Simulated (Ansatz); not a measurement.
# CH2SSe (SMILES C1S[Se]1): one structure at several levels

An exercise on one series of results from a longer session: the logs are not shown, and one member is left open.

The runs use Ansatz 0.2.0, Gaussian basis; single points in def2-TZVPP.

Cores are frozen in the correlated methods. Filled d shells of the heavier atoms are correlated.

### Starting geometry

SMILES `C1S[Se]1`, 5 atoms, charge 0, spin multiplicity 1.

Atoms are counted from 1 here; the program's logs count them from 0.

Bond lengths: C1–S2 1.779 Å, C1–Se3 1.960 Å, C1–H4 1.086 Å, C1–H5 1.122 Å, S2–Se3 2.188 Å. Angles: S2–C1–Se3 71.4°, S2–C1–H4 117.0°, S2–C1–H5 115.7°, Se3–C1–H4 115.2°, Se3–C1–H5 117.3°, H4–C1–H5 113.9°, C1–S2–Se3 58.1°, C1–Se3–S2 50.4°.

Coordinates:

```xyz
5
charge 0, multiplicity 1
C    -0.1310    0.2929   -0.1823
S    -0.3602   -0.5657    1.3588
Se    1.0080   -1.3022   -0.1813
H    -0.9579    0.2708   -0.8858
H     0.3789    1.2899   -0.1122
```

Set-up of the first run:

Input file run/in.yaml:

```yaml
crystal:
  periodic: [false, false, false]
  atoms:
    - {symbol: C, position_ang: [-0.131000, 0.292900, -0.182300]}
    - {symbol: S, position_ang: [-0.360200, -0.565700, 1.358800]}
    - {symbol: Se, position_ang: [1.008000, -1.302200, -0.181300]}
    - {symbol: H, position_ang: [-0.957900, 0.270800, -0.885800]}
    - {symbol: H, position_ang: [0.378900, 1.289900, -0.112200]}
basis:
  gaussian: {orbitals: def2-TZVPP}
correlation: {method: ccsd_t}
output: {forces: true}
```

The command line of these runs was not kept.

Among the steps run: CCSD(T)/def2-TZVPP; PBE0-D4/def2-TZVPP; wB97M-V/def2-TZVPP; r2SCAN-D4/def2-TZVPP; PBE-D4/def2-TZVPP; revPBE-D4/def2-TZVPP; HSE06-D4/def2-TZVPP.

One table of the session follows, with a row left open; its other results are not shown here.

```
   method  RMS force component (eV/Å)  angle to CCSD(T) forces (°)  dipole (D)
  CCSD(T)                       0.550                    reference        1.44
  PBE0-D4                       0.439                         23.7        1.50
  wB97M-V                       0.472                         18.8        1.44
r2SCAN-D4                       0.466                         11.0        1.54
   PBE-D4                       0.486                         13.9        1.43
revPBE-D4                           ?                            ?           ?
 HSE06-D4                       0.440                         22.5        1.50
```

Estimate the missing values for revPBE-D4.

As computed: RMS force component (eV/Å): 0.533; angle to CCSD(T) forces (°): 16.6; dipole (D): 1.43. In the column «RMS force component (eV/Å)» it lies between PBE-D4 (0.486) and CCSD(T) (0.550).
